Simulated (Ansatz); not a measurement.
# Cd6As: the cost of one run

Method: DFT PBE, scalar-relativistic, plane waves, PAW, in Ansatz 0.2.0.

**1. Starting point**

It takes space group Pm-3m (No. 221, cubic). Conventional cell: a = 5.553 Å, b = 5.553 Å, c = 5.553 Å, α = 90.00°, β = 90.00°, γ = 90.00°. Cd (site symmetry 4mm) is surrounded by 5 Cd at 2.30 Å. Around As (site symmetry m-3m) lie 24 Cd at 4.09 Å.

Coordinates:

```cif
data_structure
_symmetry_space_group_name_H-M 'Pm-3m'
_symmetry_Int_Tables_number 221
_cell_length_a 5.5529
_cell_length_b 5.5529
_cell_length_c 5.5529
_cell_angle_alpha 90.000
_cell_angle_beta 90.000
_cell_angle_gamma 90.000
_cell_volume 171.22
loop_
_atom_site_label
_atom_site_type_symbol
_atom_site_symmetry_multiplicity
_atom_site_Wyckoff_symbol
_atom_site_fract_x
_atom_site_fract_y
_atom_site_fract_z
_atom_site_occupancy
Cd1 Cd 6 f 0.20700 0.50000 0.50000 1
As1 As 1 a 0.00000 0.00000 0.00000 1
```

Recipe of the guess: species swapped into a database cell of YbB6 (Pm-3m, No. 221), with As on the Yb sites and Cd on the B sites. Lengths come from tabulated atomic sizes and are only a guess.

**2. A first look at the guess**

Contents of input.yaml:

```yaml
crystal:
  lattice:
    - [5.55285499, 0.0, 0.0]
    - [0.0, 5.55285499, 0.0]
    - [0.0, 0.0, 5.55285499]
  atoms:
    - { symbol: Cd, position: [0.207, 0.5, 0.5] }
    - { symbol: Cd, position: [0.5, 0.207, 0.5] }
    - { symbol: Cd, position: [0.793, 0.5, 0.5] }
    - { symbol: Cd, position: [0.5, 0.793, 0.5] }
    - { symbol: Cd, position: [0.5, 0.5, 0.207] }
    - { symbol: Cd, position: [0.5, 0.5, 0.793] }
    - { symbol: As, position: [0.0, 0.0, 0.0] }
basis:
  ecutwfc: 420
kpoints:
  mp_grid: { grid: [4, 4, 4] }
hamiltonian:
  xc: pbe
scf:
  occupations: { method: gaussian, width: 0.1 }
  lower_state_search: "off"
output:
  forces: true
  stress: true
  eigenvalues: true
```

The run is started by

```bash
$ ansatz run input.yaml --threads 1 --pin off --max-ram 2560MiB --backend cpu --events-out ev --progress --plain --runs-dir out
```

What time and memory should one allow on 1 thread of AMD EPYC 9R45 (Zen 5), shared host?

About 2.7 s, with a peak of 0.51 GiB.
